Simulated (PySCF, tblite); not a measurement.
# C5H8AlN: geometry, infrared bands and NMR shifts

Aim: predict the infrared bands and NMR shifts of C5H8AlN (`C=[C]1CC#[N+][Al@H-]1[CH3]`).

The runs use tblite 0.8.0 and PySCF 2.14.0, with density-fitted response routines of our own; the level of theory stands in each step. All values are computed, except where a source is named. Atoms count from 0, in the outputs and in this text.

**1. Starting geometry**

15 atoms, charge 0, multiplicity 1; geometry from: force field or distance geometry start.

Bonds of the start (Å): C0–C1 1.34, C1–C2 1.51, C2–C3 1.46, C3–N4 1.14, N4–Al5 1.86, Al5–C6 1.99, Al5–C1 2.02, C0–H7 1.08, C0–H8 1.09, C2–H9 1.10, C2–H10 1.11, Al5–H11 1.60, C6–H12 1.10, C6–H13 1.11, C6–H14 1.11.

**2. Optimising the geometry with GFN2-xTB**

The job: settings as JSON, then the geometry in Å.

```
{"job": {"kind": "relax", "xc": "GFN2-xTB", "basis": "xTB"}, "charge": 0, "multiplicity": 1}
C     -1.431400    -1.418700    -0.041100
C     -0.987700    -0.479700    -0.886000
C      0.237100    -0.619800    -1.755700
C      0.112600     0.701900    -2.363600
N     -0.383500     1.718400    -2.494700
Al    -1.726000     1.362300    -1.262700
C     -3.500500     1.253500    -2.145900
H     -0.923900    -2.364600     0.057300
H     -2.322900    -1.229300     0.554500
H      1.157400    -0.713800    -1.162200
H      0.097800    -1.420000    -2.517500
H     -1.668500     2.340500    -0.000200
H     -3.424800     0.628400    -3.046100
H     -4.225000     0.789000    -1.446100
H     -3.846100     2.278000    -2.414700
```

Run with:

```bash
OMP_NUM_THREADS=1 python probes_run.py task.json out
```

This one command runs all jobs of the session in turn.

**Question.** This job is followed by: GFN2-xTB harmonic vibrations, gas phase; GIAO PBE0/pcSseg-1 NMR shielding, non-relativistic, gas phase. Predict these results of the whole session: strongest single infrared mode (GFN2-xTB); zero-point energy (GFN2-xTB); ¹³C shifts against TMS (PBE0/pcSseg-1); ¹H shifts against TMS (PBE0/pcSseg-1, means over atoms taken as alike); ¹⁵N shifts against NH3 (PBE0/pcSseg-1); ²⁷Al shifts against AlH4- (PBE0/pcSseg-1); surface potential, 1st and 99th percentile.

As calculated:

| quantity | value |
| --- | --- |
| strongest single infrared mode (GFN2-xTB) | 674 cm⁻¹, 387 km/mol |
| zero-point energy (GFN2-xTB) | 66.7 kcal/mol |
| ¹³C shifts against TMS (PBE0/pcSseg-1) | 162.3, 149.7, 138.0, 23.3, -8.6 ppm |
| ¹H shifts against TMS (PBE0/pcSseg-1, means over atoms taken as alike) | 6.26, 6.04, 4.53, 3.29, 3.21, -0.20 ppm |
| ¹⁵N shifts against NH3 (PBE0/pcSseg-1) | 276.0 ppm |
| ²⁷Al shifts against AlH4- (PBE0/pcSseg-1) | 76.6 ppm |
| surface potential, 1st and 99th percentile | -1.02 V and 1.59 V |

In words: The optimisation took 77 steps and gained 0.565 eV; among the close pairs (by a distance rule), N4–Al5 changed most, from 1.857 to 2.114 Å. The lowest mode is imaginary (58i cm⁻¹), so the xTB geometry is not a minimum. The strongest single mode, at 674 cm⁻¹, is spread over several atoms, Al5, H11, C6 among them. GFN2-xTB is a fitted tight-binding method: band positions and strengths are rough. Its intensities can rank the bands wrongly. The most deshielded carbon is C1 (fully substituted alkene carbon), at 162.3 ppm: as expected for a trigonal carbon in a double bond. At PBE0/pcSseg-1: The largest span, 464 ppm, is at N4, where the paramagnetic term is -347 ppm. At PBE0/pcSseg-1, counted by nearest atom on the grid, the HOMO lies on H11 23 %; C0, C6 about 19 % each, the LUMO on C3 46 %; N4 24 %.
